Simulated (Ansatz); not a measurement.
# CH5OSb, SMILES C[O][SbH2]: an atomisation energy

Program: Ansatz 0.2.0, Python API.

Notebook, run cell by cell (the value of a cell's last expression is shown):

**Cell 1**
```python
from collections import Counter

import ansatz as az
```

**Cell 2**
```python
def energy_of(molecule, charge=0, unpaired=0):
    calc = (
        molecule.calculation()
        .basis(gaussian="def2-SVPD")
        .functional("b3lyp")
    )
    if charge:
        calc = calc.charge(charge)
    if unpaired:
        calc = calc.spin("collinear", total=unpaired)
    return calc.run().report["free_energy_ev"]
```

**Cell 3**
```python
geometry_ang = [
    ("C", (-0.4167, 1.0539, -0.1401)),
    ("O", (-0.6678, -0.1199, 0.5119)),
    ("Sb", (0.3661, -1.5328, -0.5044)),
    ("H", (-0.7639, 1.049, -1.2007)),
    ("H", (0.6119, 1.3727, -0.1568)),
    ("H", (-1.0361, 1.9077, 0.3719)),
    ("H", (1.9152, -1.0644, 0.3272)),
    ("H", (0.0834, -2.7233, 0.7352)),
]
molecule = az.Crystal.molecule()
for symbol, xyz in geometry_ang:
    molecule = molecule.atom(symbol, xyz)
```

**Cell 4**
```python
# Hund ground states
unpaired = {"C": 2, "O": 2, "Sb": 3, "H": 1}
counts = Counter(site.symbol for site in molecule.cartesian_sites)
atom_energy = {s: energy_of(az.Crystal.molecule().atom(s, (0, 0, 0)), 0, unpaired[s]) for s in counts}
whole = energy_of(molecule, 0, 0)
for s, e in atom_energy.items():
    print(f"{s:2s} x{counts[s]}  {e:14.5f} eV")
print(f"CH5OSb: {whole:.5f} eV")
split = sum(counts[s] * e for s, e in atom_energy.items()) - whole
print(f"atomisation energy (no zero-point term): {23.060548 * split:.1f} kcal/mol, {split / sum(counts.values()):.3f} eV an atom")
```
Output:
```text
C  x1     -1028.99694 eV
O  x1     -2041.10532 eV
Sb x1     -6538.58589 eV
H  x5       -13.63995 eV
CH5OSb: -9702.22637 eV
atomisation energy (no zero-point term): 584.3 kcal/mol, 3.167 eV an atom
```

584.3 kcal/mol from the electronic energies, without the zero-point term.

Reading the output:
- Total energies depend on the basis set; only differences at equal settings carry meaning.
- The geometry is a force-field or estimated start, not a minimum of this method, and the basis set is short of its limit. All parts are taken at fixed geometry, without zero-point energy.
- def2 sets replace the cores of elements past krypton by effective core potentials.
- b3lyp holds the VWN-RPA fit, as in Gaussian; the form of ORCA and Turbomole is b3lyp5.
- The spin-orbit lowering of heavy atoms is left out.
- It ran for 4.7 s on 1 thread of Arm Neoverse V2, with other jobs on the host, peak memory 0.24 GiB.
